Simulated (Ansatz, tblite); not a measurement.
# GeH2(OiPr)2 (C6H16GeO2): one state, many levels

How do method and basis change the picture of GeH2(OiPr)2 (C6H16GeO2) (singlet)?

Method: as each input shows; program: Ansatz 0.2.0, Gaussian basis.

Plan: GFN1-xTB, GFN2-xTB, PBE-D4/def2-TZVP, r2SCAN-D4/def2-TZVP, HF/def2-TZVP, r2SCANh-D4/def2-TZVP, CAM-B3LYP-D4/def2-TZVP, PBE-D4/def2-SVP, PBE0-D4/def2-SVP, HF/STO-3G, HF/6-31G, B3LYP-D4/6-31G, CCSD(T)/def2-TZVP, RPA/def2-TZVP.

## (1) The relaxed structure

The singlet was relaxed beforehand with PBE-D4/def2-SVP.

25 atoms, charge 0, spin multiplicity 1.

Bond lengths: Ge1–H2 1.549 Å, Ge1–H3 1.549 Å, Ge1–O4 1.796 Å, Ge1–O15 1.797 Å, O4–C5 1.437 Å, C5–C6 1.527 Å, C5–C7 1.528 Å, C5–H8 1.119 Å, C6–H9 1.109 Å, C6–H10 1.109 Å, C6–H11 1.108 Å, C7–H12 1.108 Å, C7–H13 1.109 Å, C7–H14 1.109 Å, O15–C16 1.437 Å, C16–C17 1.527 Å, C16–C18 1.528 Å, C16–H19 1.119 Å and more. Angles: H2–Ge1–H3 118.4°, H2–Ge1–O4 110.2°, H2–Ge1–O15 103.5°, H3–Ge1–O4 103.5°, H3–Ge1–O15 110.3°, O4–Ge1–O15 111.1°, Ge1–O4–C5 120.1°, O4–C5–C6 108.8°, O4–C5–C7 108.4°, O4–C5–H8 110.3°, C6–C5–C7 112.7°, C6–C5–H8 108.3°, C7–C5–H8 108.4°, C5–C6–H9 110.0°, C5–C6–H10 111.3°, C5–C6–H11 110.5°, H9–C6–H10 108.5°, H9–C6–H11 108.2° and more.

PBE0-D4/def2-TZVP was run before; its log isn't repeated, and its numbers join the tables.

## (2) GFN1-xTB

Tight binding, by tblite at 300 K electronic temperature and without a spin-polarisation term:

```python
tblite.interface.Calculator('GFN1-xTB', numbers, positions, charge=0, uhf=0).singlepoint()
```

Energy -882.2409 eV, HOMO -12.04 eV, LUMO -5.95 eV; 0.05 s.

## (3) GFN2-xTB

Tight binding, by tblite at 300 K electronic temperature and without a spin-polarisation term:

```python
tblite.interface.Calculator('GFN2-xTB', numbers, positions, charge=0, uhf=0).singlepoint()
```

Energy -846.4383 eV, HOMO -11.02 eV, LUMO -3.72 eV; 0.024 s.

## (4) PBE-D4/def2-TZVP

start.molden holds the orbitals of an earlier run on this state, given as this run's starting guess.

in.yaml reads:

```yaml
crystal:
  periodic: [false, false, false]
  atoms:
    - {symbol: Ge, position_ang: [1.375999, 0.018033, 1.048948]}
    - {symbol: H, position_ang: [1.233724, 0.392157, 2.544929]}
    - {symbol: H, position_ang: [2.780984, -0.351533, 0.512715]}
    - {symbol: O, position_ang: [0.884302, 1.401478, 0.014120]}
    - {symbol: C, position_ang: [-0.267481, 2.187202, 0.361594]}
    - {symbol: C, position_ang: [-1.289181, 2.090418, -0.769360]}
    - {symbol: C, position_ang: [0.188394, 3.621673, 0.622389]}
    - {symbol: H, position_ang: [-0.739516, 1.790672, 1.295068]}
    - {symbol: H, position_ang: [-0.836641, 2.439816, -1.719964]}
    - {symbol: H, position_ang: [-2.183925, 2.710025, -0.556826]}
    - {symbol: H, position_ang: [-1.617526, 1.041673, -0.907114]}
    - {symbol: H, position_ang: [0.911501, 3.656352, 1.461408]}
    - {symbol: H, position_ang: [0.690226, 4.028632, -0.279366]}
    - {symbol: H, position_ang: [-0.669481, 4.277781, 0.873871]}
    - {symbol: O, position_ang: [0.251072, -1.368960, 0.853339]}
    - {symbol: C, position_ang: [0.300350, -2.175191, -0.335164]}
    - {symbol: C, position_ang: [-1.073950, -2.151306, -1.000362]}
    - {symbol: C, position_ang: [0.741022, -3.585412, 0.053664]}
    - {symbol: H, position_ang: [1.046113, -1.757102, -1.056455]}
    - {symbol: H, position_ang: [-1.843928, -2.521991, -0.293099]}
    - {symbol: H, position_ang: [-1.092376, -2.789629, -1.906865]}
    - {symbol: H, position_ang: [-1.344964, -1.119180, -1.296836]}
    - {symbol: H, position_ang: [1.749123, -3.568137, 0.513712]}
    - {symbol: H, position_ang: [0.033729, -4.011406, 0.794529]}
    - {symbol: H, position_ang: [0.772421, -4.256086, -0.828897]}
basis:
  gaussian: {orbitals: def2-TZVP, initial_orbitals: start.molden}
hamiltonian: {xc: pbe, dispersion: d4}
scf: {omitted_lower_state_checks: [starts]}
output: {forces: true, orbitals: {seedname: orbitals}}
```

Command:

```
$ ansatz run in.yaml --threads 2 --pin off --events-out ev --progress --plain --max-ram 22528MiB --backend cuda --devices 0, --max-vram 18GiB
```

After this run come: r2SCAN-D4/def2-TZVP; HF/def2-TZVP; r2SCANh-D4/def2-TZVP; CAM-B3LYP-D4/def2-TZVP; PBE-D4/def2-SVP; PBE0-D4/def2-SVP; HF/STO-3G; HF/6-31G; B3LYP-D4/6-31G; CCSD(T)/def2-TZVP; RPA/def2-TZVP.

**Question.** What will the summary of the whole plan be? Wanted: gap in def2-TZVP, named functionals and Hartree-Fock, smallest and largest; correlation energy, CCSD(T)/def2-TZVP; binding an atom, CCSD(T)/def2-TZVP; PBE0 total energy, smallest basis above largest.

The runs gave:

```
                                                                  quantity                            value
gap in def2-TZVP, named functionals and Hartree-Fock, smallest and largest  5.89 eV (PBE-D4), 15.19 eV (HF)
                                     correlation energy, CCSD(T)/def2-TZVP                        -51.61 eV
                                        binding an atom, CCSD(T)/def2-TZVP                         3.860 eV
                           PBE0 total energy, smallest basis above largest   18.84 eV (def2-SVP, def2-TZVP)
```

**Reading.** Orbital gaps of the named functionals and Hartree-Fock in def2-TZVP span 5.89 eV (PBE-D4) to 15.19 eV (HF); exact exchange widens it. A small miss in a minimal or small basis is a cancelling of errors, not accuracy. The functionals in def2-TZVP miss CCSD(T)/def2-TZVP by +0.109 (r2SCANh-D4) to +0.191 eV (PBE-D4) an atom. CCSD(T)/def2-TZVP isn't at the basis-set limit; small misses against it rank nothing.
